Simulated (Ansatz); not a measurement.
# Ge, space group P6_3/mmc: cell relaxations under several functionals

Computed with the Python package of Ansatz (0.2.0).

Run as a notebook:

In [1]:
```python
from dataclasses import dataclass
import warnings

import ansatz as az
from ase import Atoms
import numpy as np
```

In [2]:
```python
@dataclass
class Settings:
    ecut: int = 420
    mesh: tuple[int, ...] = (6, 6, 3)
    smearing: str = "fermi_dirac"
    sigma: float = 0.1
    fmax: float = 0.005
```

In [3]:
```python
cfg = Settings()
```

In [4]:
```python
def edges_and_angles(cell):
    cell = np.asarray(cell)
    a, b, c = np.linalg.norm(cell, axis=1)
    cosines = cell[1] @ cell[2] / (b * c), cell[0] @ cell[2] / (a * c), cell[0] @ cell[1] / (a * b)
    return (a, b, c, *np.degrees(np.arccos(cosines)))

warnings.simplefilter("ignore", az.DeckWarning)
```

In [5]:
```python
atoms = Atoms(
    ["Ge", "Ge", "Ge", "Ge"],
    scaled_positions=[
        (2 / 3, 1 / 3, 0.062901),
        (1 / 3, 2 / 3, 0.562901),
        (2 / 3, 1 / 3, 0.437099),
        (1 / 3, 2 / 3, 0.937099),
    ],
    cell=[
        (3.997586, 0.0, 0.0),
        (-1.998793, 3.462011, 0.0),
        (0.0, 0.0, 6.599378),
    ],
    pbc=True,
)
ge = az.Crystal.from_ase(atoms)
```

In [6]:
```python
base = (
    ge.calculation()
    .basis(cfg.ecut)
    .kpoints(*cfg.mesh)
    .occupations(cfg.smearing, width=cfg.sigma)
    .relax(cell=True, force_tolerance=cfg.fmax)
)

levels = [("blyp", "d3bj"), ("pbesol", "none"), ("pbesol", "d3bj")]
print("level            a       b       c    alpha   beta  gamma  V/atom  steps")
for name, dispersion in levels:
    seen = []
    run = base.functional(name, dispersion=dispersion).session().plan()
    outcome = run.execute(on_event=lambda e: seen.append(e) if e["event"] == "relax_step" else None)
    cell = outcome.lattice.cell_ang
    label = name if dispersion == "none" else f"{name}+{dispersion}"
    print("{:13s} {:7.4f} {:7.4f} {:7.4f} {:6.2f} {:6.2f} {:6.2f}".format(label, *edges_and_angles(cell)), f"{abs(np.linalg.det(cell)) / len(outcome.lattice.sites):7.3f} {len(seen):5d}")
```
```text
level            a       b       c    alpha   beta  gamma  V/atom  steps
blyp+d3bj      4.0366  4.0366  6.6624  90.00  90.00 120.00  23.504     5
pbesol         4.0035  4.0035  6.5849  90.00  90.00 120.00  22.851     4
pbesol+d3bj    3.9652  3.9652  6.5243  90.00  90.00 120.00  22.209     5
```

From smallest to largest: PBEsol+D3BJ (22.21 Å³ an atom, -2.7 % against the start), PBEsol (22.85 Å³ an atom, +0.1 % against the start) and BLYP+D3BJ (23.50 Å³ an atom, +2.9 % against the start). The spread is 5.8 % in volume.

This isn't the structure that Ge takes at ambient conditions. By the engine's processor time: 26 s on 1 thread of Intel(R) Xeon(R) Processor @ 2.30GHz, with other jobs on the host, peak memory 0.56 GiB.
